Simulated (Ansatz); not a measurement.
# Li3Ag, space group Fm-3m: a charge-density difference against the sublattices

With the Python package of Ansatz (0.2.0).

Run as a notebook:

**Cell 1**
```python
import ansatz as az
import numpy as np
```

**Cell 2**
```python
vectors0 = np.array([
    [0.0, 3.20195, 3.20195],
    [3.20195, 0.0, 3.20195],
    [3.20195, 3.20195, 0.0],
])
sites = [
    ("Li", [0.25, 0.25, 0.25]),
    ("Li", [0.75, 0.75, 0.75]),
    ("Li", [0.5, 0.5, 0.5]),
    ("Ag", [0.0, 0.0, 0.0]),
]
```

**Cell 3**
```python
def crystal_on(cell):
    crystal = az.Crystal(lattice=az.Lattice.of(cell))
    for symbol, position in sites:
        crystal = crystal.atom(symbol, position)
    return crystal
```

**Cell 4**
```python
# one cutoff and one grid for all runs, so that the fields can be subtracted
def solve(crystal):
    return (
        crystal.calculation()
        .functional("PBEsol", dispersion="D4")
        .occupations("Fermi-Dirac")
        .basis(460, grid_basis="typed")
        .kpoints(6, 6, 6)
        .density()
        .run(threads=1)
    )


whole = solve(crystal_on(vectors0))
difference = whole.density().channels[0].density_e_per_ang3.copy()
binding = whole.report["free_energy_ev"]
for element in ["Li", "Ag"]:
    part = az.Crystal(lattice=az.Lattice.of(vectors0))
    for symbol, position in sites:
        if symbol == element:
            part = part.atom(symbol, position)
    alone = solve(part)
    difference -= alone.density().channels[0].density_e_per_ang3
    binding -= alone.report["free_energy_ev"]
    print(f"{element} sublattice: {alone.report['n_electrons']:g} electrons, {alone.report['n_iterations']} iterations")
```
Output:
```text
Li sublattice: 9 electrons, 6 iterations
Ag sublattice: 19 electrons, 6 iterations
```

**Cell 5**
```python
voxel = abs(np.linalg.det(vectors0)) / difference.size
print(f"energy of the crystal less its unpolarised sublattices: {binding / len(sites):.4f} eV/atom")
print(f"net charge of the difference {difference.sum() * voxel:.5f} e, charge moved {0.5 * np.abs(difference).sum() * voxel:.3f} e")
print(f"extremes {difference.min():.4f} and {difference.max():.4f} e/A^3")
for (symbol, position) in sites:
    index = tuple(int(round(p * n)) % n for p, n in zip(position, difference.shape))
    print(f"  change of the pseudo-density at the grid point nearest {symbol}: {difference[index]:+.4f} e/A^3")
profile = difference.mean(axis=(0, 1))
print("planar mean along the third vector:", np.round(profile[:: max(len(profile) // 12, 1)], 4))
```
Output:
```text
energy of the crystal less its unpolarised sublattices: -0.9477 eV/atom
net charge of the difference -0.00000 e, charge moved 0.358 e
extremes -0.1085 and 0.0245 e/A^3
  change of the pseudo-density at the grid point nearest Li: -0.0077 e/A^3
  change of the pseudo-density at the grid point nearest Li: -0.0077 e/A^3
  change of the pseudo-density at the grid point nearest Li: -0.0275 e/A^3
  change of the pseudo-density at the grid point nearest Ag: -0.0148 e/A^3
planar mean along the third vector: [-0.0042 -0.004  -0.0021  0.002   0.0043  0.0033  0.0009 -0.0013 -0.0022
 -0.0013  0.0009  0.0033  0.0043  0.002  -0.0021 -0.004 ]
```

What to keep in mind:
- Dispersion corrections can be off by several per cent in the lattices of metals, and by several GPa in the pressure at a fixed cell.
- For a metal this k-point mesh is coarse: on a finer one energies can move by several to tens of meV an atom and pressures by half a GPa or more, differences at one mesh by less.
- Densities and potentials on the grid are those of the valence electrons, and inside the cores they hang on the potentials used.
- The structure comes from a database of computed cells and needn't be a stable or known phase.
- Charge moved counts every rearrangement, bonding and polarisation too, and is no transfer between atoms; the bare sublattices are artificial references. Values near the nuclei depend on the potentials.
- It ran for 3.3 s on 1 thread of Arm Neoverse V1 (shared host), peak memory 0.37 GiB.

(Lines on the test bed's own set-up are left out of the output.)
